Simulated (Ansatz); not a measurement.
LuMnIn:

```
Lu In Mn
1.0
     4.73656    0.00000    0.00000
    -2.36828    4.10198    0.00000
     0.00000    0.00000    3.40074
Lu In Mn
1 1 1
Direct
  0.00000 0.00000 0.00000
  0.66667 0.33333 0.50000
  0.33333 0.66667 0.50000
```

The cell comes from a database or a generator and needn't be the stable form of this composition.

```yaml
Program: Ansatz 0.2.0
Task: single point
Functional: PBE
Potentials_or_basis: Ansatz PAW
Cutoff: "420 eV (not typed: the program's choice for these potentials)"
k_mesh: 7 × 7 × 8
Occupations: fermi-dirac, width 0.05 eV
Spin: collinear spin, ferromagnetic start
Starting_moments: "[0.0, 0.0, 4.0] μB"
```

On this cell: pressure -0.1 GPa; largest force under 0.003 eV/Å; net moment 3.51 μB per cell; site moments Lu -0.14; In -0.02; Mn +3.64 μB; band gap on the k mesh none (metal or under the smearing width).

The same run follows on a disturbed copy (atoms moved at random, drawn with an rms of 0.05 Å):

```
Lu In Mn
1.0
     4.73656    0.00000    0.00000
    -2.36828    4.10198    0.00000
     0.00000    0.00000    3.40074
Lu In Mn
1 1 1
Direct
  0.99799 0.00612 0.03074
  0.67177 0.32252 0.49322
  0.32865 0.66347 0.49749
```

What changes?

The energy (extrapolated to zero smearing) moves by +21.8 meV/atom; pressure 0.3 GPa; largest force 0.760 eV/Å; net moment 3.51 μB per cell; site moments Lu -0.12; In -0.02; Mn +3.61 μB; band gap on the k mesh none (metal or under the smearing width).

Forces on the atoms (eV/Å):
```
Lu   0.310 -0.301 -0.556
In  -0.583  0.383  0.302
Mn   0.273 -0.081  0.254
```

Stress tensor (GPa, compression positive):
```
 0.65  0.12 -0.21
 0.12  0.21  0.21
-0.21  0.21  0.10
```

Caveats: spin-orbit coupling is left out, which moves the levels of the heavy elements.
